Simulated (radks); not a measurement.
**Ru⁴⁺ in [Kr] 4d4: an all-electron calculation**

One table from this session's results is given with a row withheld; the runs are named, their logs left out.

The numbers are computed with radks (a radial shooting solver on a logarithmic mesh, Libxc functionals) version 1 (scalar-relativistic Kohn-Sham, PBE, spin-unpolarised, spherical densities, point nucleus), except any that are marked as measured or tabulated.

### Starting point

```
element       : ruthenium (Z = 44)
charge        : +4
electrons     : 40
configuration : [Kr] 4d4
```

Outer shells as boxes (Hund's rule):

Ru⁴⁺
```
[Kr] core
4d [↑ ][↑ ][↑ ][↑ ][  ]
```

Set-up of the first run:

Settings of this run:

```text
Z 44
configuration [Kr] 4d4
relativity scalar-relativistic
functional pbe,pbe
spin unpolarised
nucleus point
c 137.035999084
```

One table of the session follows, with a row left open; its other results are not shown here.

It belongs to the step «Orbitals and density». Radial moments (bohr):

| level | <r> | outermost maximum (interpolated) | 90 % within | nodes |
| --- | --- | --- | --- | --- |
| 1s | 0.03344 | 0.0217 | 0.0599 | 0 |
| 2s | 0.1457 | 0.123 | 0.225 | 1 |
| 2p | 0.1270 | 0.0982 | 0.207 | 0 |
| 3s | 0.4026 | 0.362 | 0.594 | 2 |
| 3p | 0.4029 | 0.355 | 0.608 | 1 |
| 3d | ? | ? | ? | ? |
| 4s | 1.003 | 0.910 | 1.45 | 3 |
| 4p | 1.094 | 0.973 | 1.61 | 2 |
| 4d | 1.370 | 1.14 | 2.09 | 1 |

Q: Estimate the row for 3d from the others.

As computed: <r>: 0.3838; outermost maximum (interpolated): 0.301; 90 % within: 0.611; nodes: 0. In the column «<r>» it lies between 2s (0.1457) and 3s (0.4026).

Caveats from the session: Spin polarisation and multiplet splitting are left out.
